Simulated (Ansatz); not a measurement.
# AsF2 (quartet): from Hartree-Fock to the top rungs at a displaced geometry (v1), cc-pVDZ

Aim: climb from Hartree-Fock through coupled cluster and multireference methods for AsF2 (quartet) at one geometry and basis, and see what each rung misses.

Method: cc-pVDZ, core rule «outside noble gas», up to 16 orbitals frozen; program: Ansatz 0.2.0, Gaussian basis.

To be run: UHF; CCSD(T) on ROHF; CCSD(T) on UHF; BCCD(T) on ROHF; CISD as a restricted active space (open shells left free, so some higher excitations enter); CCSDT(Q) on ROHF; CCSDT(Q) on UHF; CASSCF and MRCISD+Q, 15 electrons in 10 orbitals; CASSCF and NEVPT2, 15 electrons in 10 orbitals.

27 further runs of the same task are left out: 2 for a known fault of the program, 13 that didn't finish, 12 set aside as unsound or not needed. Runs told in other sessions of the task aren't counted.

**1. What is computed**

The geometry is a PBE0/def2-TZVP stationary point (not a proven minimum) with its atoms shifted at random (size 0.040 Å). No spin-orbit coupling is included. The filled d shell of As may be among the frozen orbitals whatever the setting's name suggests.

3 atoms, charge 0, spin multiplicity 4.

Atoms are counted from 1 here; the program's logs count them from 0.

Bond lengths: As1–F2 1.811 Å, As1–F3 1.747 Å. Angles: F2–As1–F3 178.2°.

Coordinates:

```xyz
3
AsF2
As   -0.01543   -0.00901    0.02164
F    -0.01627   -0.02515   -1.78951
F     0.03170    0.03416    1.76787
```

**2. UHF**

Contents of in.yaml:

```yaml
crystal:
  periodic: [false, false, false]
  atoms:
    - {symbol: As, position_ang: [-0.015433, -0.009008, 0.021640]}
    - {symbol: F, position_ang: [-0.016266, -0.025151, -1.789513]}
    - {symbol: F, position_ang: [0.031698, 0.034159, 1.767873]}
basis:
  gaussian: {orbitals: cc-pVDZ}
magnetization: {spin_polarized: true, initial_magnetization: 3}
hamiltonian: {xc: hf}
output: {orbitals: {seedname: orbitals}}
```

Command:

```bash
> ansatz run in.yaml --threads 1 --pin off --events-out ev --progress --plain --max-ram 2393MiB
```

Further steps of the session: CCSD(T) on ROHF; CCSD(T) on UHF; BCCD(T) on ROHF; CISD as a restricted active space (open shells left free, so some higher excitations enter); CCSDT(Q) on ROHF; CCSDT(Q) on UHF; CASSCF and MRCISD+Q, 15 electrons in 10 orbitals; CASSCF and NEVPT2, 15 electrons in 10 orbitals.

Q: Predict the results of all the runs planned. Wanted: UCCSDT(Q) from the RHF energy; RMP2 from UCCSDT(Q); UMP2 from UCCSDT(Q); RCCSD from UCCSDT(Q); RCCSD(T) from UCCSDT(Q); UCCSD(T) from UCCSDT(Q); RCCSDT(Q) from UCCSDT(Q); NEVPT2 valence from UCCSDT(Q); MRCISD+Q valence from UCCSDT(Q).

**Answer**, as computed:

| quantity | value |
| --- | --- |
| UCCSDT(Q) from the ROHF energy | -12.9575 eV |
| RMP2 from UCCSDT(Q) | +542.1 meV |
| UMP2 from UCCSDT(Q) | +686.5 meV |
| RCCSD from UCCSDT(Q) | +332.8 meV |
| RCCSD(T) from UCCSDT(Q) | +74.0 meV |
| UCCSD(T) from UCCSDT(Q) | +64.4 meV |
| RCCSDT(Q) from UCCSDT(Q) | +18.2 meV |
| NEVPT2 valence from UCCSDT(Q) | +1146.2 meV |
| MRCISD+Q valence from UCCSDT(Q) | +211.8 meV |
| levels within 1 kcal/mol (43 meV) | UCCSDT, RCCSDT(Q) |
| T1 diagnostic | 0.024 |
| effectively unpaired electrons | 3.01 |

What this shows: RCCSD(T) lands +74.0 meV from the yardstick (0.6 % of the correlation energy). One determinant dominates. Of the multireference levels listed MRCISD+Q valence comes nearest in total energy (+211.8 meV), which doesn't show that its space is the better one. These misses are within one basis, not against nature; the frozen cores of restricted and unrestricted runs differ, which can shift their rows.
